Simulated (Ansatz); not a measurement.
# C2H4AlFO: the cost of one run

Program: Ansatz 0.2.0 through its Python package. The levels of theory stand in the script. These are calculated values, not measurements.

## (1) The structure

Bond lengths: C1–C2 1.336 Å, C2–F3 1.329 Å, C2–Al4 1.902 Å, Al4–O5 1.888 Å, C1–H6 1.144 Å, C1–H7 1.058 Å, Al4–H8 1.604 Å, O5–H9 1.015 Å. Angles: C1–C2–F3 117.8°, C1–C2–Al4 124.2°, F3–C2–Al4 118.0°, C2–C1–H6 116.7°, C2–C1–H7 123.9°, H6–C1–H7 119.1°, C2–Al4–O5 120.9°, C2–Al4–H8 121.6°, O5–Al4–H8 117.5°, Al4–O5–H9 100.9°.

Input file c2h4alfo.xyz:

```xyz
9

C     1.33290   -0.30820   -0.92050
C     0.85980   -0.38240    0.32660
F     1.70200   -0.74880    1.28760
Al   -0.94130   -0.01020    0.81200
O    -2.21550    0.47520   -0.49320
H     0.60350    0.04820   -1.72610
H     2.34820   -0.46230   -1.17660
H    -1.44790   -0.14540    2.32800
H    -2.15330    1.48750   -0.45490
```

## (2) The code

Contents of c2h4alfo.py:

```python
# -*- coding: utf-8 -*-
from pathlib import Path
import logging
import sys

import ansatz
import numpy as np

logging.basicConfig(stream=sys.stdout, format="%(levelname)s:%(name)s:%(message)s")
logger = logging.getLogger("calc")
logger.setLevel(logging.INFO)


def main():
    c2h4alfo = ansatz.Crystal.molecule_from_extxyz("c2h4alfo.xyz")

    calculation = c2h4alfo.calculation().basis(gaussian="def2-SVP")

    logger.info("functional    E (Ha)        dipole (D)   HOMO (eV)  LUMO (eV)")
    for name in ["pbe", "pbe0", "blyp", "r2scan", "hf"]:
        report = calculation.functional(name).forces().orbitals().run(runs_dir="runs").report
        lines = Path(report["orbitals_path"]).read_text().splitlines()
        field_of = lambda key: [line.split("=")[1].strip() for line in lines if line.startswith(key)]
        orbitals = [(27.211386 * float(e), s, float(n)) for e, s, n in zip(field_of("Ene="), field_of("Spin="), field_of("Occup="))]
        homo = max(e for e, _, n in orbitals if n > 0.5)
        lumo = min(e for e, _, n in orbitals if n < 0.5)
        dipole = 4.803205 * np.linalg.norm(report["charge_distribution"]["dipole_moment_e_ang"])
        logger.info(f"{name:10s} {report['free_energy_ev'] / 27.211386246:14.6f} {dipole:9.3f} {homo:11.3f} {lumo:10.3f}")


if __name__ == "__main__":
    main()
```

## (3) What the engine is handed

The package turns the script's settings into the engine's input (first run):

```yaml
crystal:
  periodic: [false, false, false]
  atoms:
    - { symbol: C, position_ang: [1.3329, -0.3082, -0.9205] }
    - { symbol: C, position_ang: [0.8598, -0.3824, 0.3266] }
    - { symbol: F, position_ang: [1.702, -0.7488, 1.2876] }
    - { symbol: Al, position_ang: [-0.9413, -0.0102, 0.812] }
    - { symbol: O, position_ang: [-2.2155, 0.4752, -0.4932] }
    - { symbol: H, position_ang: [0.6035, 0.0482, -1.7261] }
    - { symbol: H, position_ang: [2.3482, -0.4623, -1.1766] }
    - { symbol: H, position_ang: [-1.4479, -0.1454, 2.328] }
    - { symbol: H, position_ang: [-2.1533, 1.4875, -0.4549] }
basis:
  gaussian:
    orbitals: def2-SVP
hamiltonian:
  xc: pbe
output:
  orbitals: {}
  forces: true
```

## (4) The run

The run is started by

```console
$ python c2h4alfo.py
```

What time and memory should one allow on 1 thread of AMD EPYC 7B13 (Zen 3), shared host?

About 12 s, with a peak of 0.25 GiB.
